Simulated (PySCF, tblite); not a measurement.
# CH₄BO₂ radical, a cluster model of a defect (boric unit): EPR parameters

Wanted: the EPR parameters for `[CH2]B(O)O`. It is drawn as: carbon radical.

Programs: tblite 0.8.0 and PySCF 2.14.0. All values are calculated, for the isolated system unless a continuum is named. Atoms count from 0, parts from 1.

## 1. Starting point

8 atoms, charge 0, multiplicity 2; geometry: distance geometry start.

## 2. Geometry optimisation with GFN2-xTB

Job settings and geometry (Å):

```
{"job": {"kind": "relax", "xc": "GFN2-xTB", "basis": "xTB"}, "charge": 0, "multiplicity": 2}
O      1.437223    -0.379297     0.845854
B      0.236726     0.473738     1.142797
O     -0.060823     1.517174     0.094622
C     -1.001160    -0.256505     1.762911
H      1.512923    -1.009597     0.125032
H      0.291120     1.509218    -0.817310
H     -0.933033    -1.305260     1.841194
H     -1.423736     0.203224     2.585404
```

With the program's defaults for keys left out, this is: GFN2-xTB geometry optimisation, gas phase.

The run is started by

```console
> OMP_NUM_THREADS=1 python cluster_run.py task.json out
```

This one command runs all jobs of the session in turn.

**Question.** The jobs that follow are: PBE0-D3(BJ)/def2-SVP geometry optimisation, gas phase; UKS B3LYP, IGLO-III on B C O, pcH-1 on H, non-relativistic, mean-field spin-orbit, GIAO; UKS BHandHLYP, IGLO-III on B C O, pcH-1 on H, non-relativistic, mean-field spin-orbit, GIAO. Predict: point group; rotational constants (main isotopes); g(iso) (B3LYP); ⟨S²⟩; largest a(iso) (averaged by class).

As calculated:

```
                            quantity                 value
                         point group                   C2v
rotational constants (main isotopes)  9.89, 8.99, 4.71 GHz
                      g(iso) (B3LYP)               2.00287
                                ⟨S²⟩    0.753 (exact 0.75)
  largest a(iso) (averaged by class)   13C on C3, 61.3 MHz
```

**Reading.** Over 4 steps the energy fell by 0.050 eV; of the close pairs, B1–C3 changed most, 1.500 to 1.543 Å (PBE0/def2-SVP). No frequency check was run at this level, so the end point may be a saddle. C3 carries the largest spin population, 1.01 e. The isotropic g lies 0.6 ppt above the free-electron value. The coupling of 13C on C3 runs from 61.3 (B3LYP/IGLO-III+pcH-1) to 79.5 MHz (BHandHLYP/IGLO-III+pcH-1).
